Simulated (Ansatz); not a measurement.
# V (diamond type): the cost of one run

Method: DFT PBEsol, with the methods named in each step, in Ansatz 0.2.0.

This is V in the diamond structure; at room conditions it is bcc.

1 further run of the same task is left out (it didn't finish). Runs told in other sessions of the task aren't counted.

## Step 1: The structure to begin with

The structure is cubic, space group Fd-3m (No. 227). The conventional cell has a = 5.127 Å, b = 5.127 Å, c = 5.127 Å, α = 90.00°, β = 90.00°, γ = 90.00°. V (site symmetry -43m) is surrounded by 4 V at 2.22 Å.

Structure file:

```cif
data_structure
_symmetry_space_group_name_H-M 'P 1'
_symmetry_Int_Tables_number 1
_cell_length_a 3.6254
_cell_length_b 3.6254
_cell_length_c 3.6254
_cell_angle_alpha 60.000
_cell_angle_beta 60.000
_cell_angle_gamma 60.000
_cell_volume 33.69
loop_
_atom_site_label
_atom_site_type_symbol
_atom_site_fract_x
_atom_site_fract_y
_atom_site_fract_z
_atom_site_occupancy
V1 V 0.87500 0.87500 0.87500 1
V2 V 0.12500 0.12500 0.12500 1
```

Atoms are numbered in the order of the input: V1, V2.

## Step 2: The bond as given, LAPW

Contents of input.yaml:

```yaml
crystal:
  lattice:
    - [0.0, 2.5635698487, 2.5635698487]
    - [2.5635698487, 0.0, 2.5635698487]
    - [2.5635698487, 2.5635698487, 0.0]
  atoms:
    - { symbol: V, position: [-0.125, -0.125, -0.125] }
    - { symbol: V, position: [0.125, 0.125, 0.125] }
kpoints:
  mp_grid: { grid: [10, 10, 10] }
scf:
  occupations: { method: fermi_dirac, width: 0.05 }
hamiltonian:
  xc: pbesol
  pseudopotentials: { kind: all_electron, lapw: { basis_error: 0.001 } }
output:
  forces: true
  stress: true
  eigenvalues: true
  populations: true
```

The run is started by

```console
$ ansatz run input.yaml --threads 1 --pin off --max-ram 2048MiB --backend cpu --events-out ev --progress --plain --runs-dir out
```

**Question.** How long does this run take on 1 thread of Intel Xeon 6975P-C (Granite Rapids), shared host, and how much memory does it need?

About 6.9 s, with a peak of 0.38 GiB.
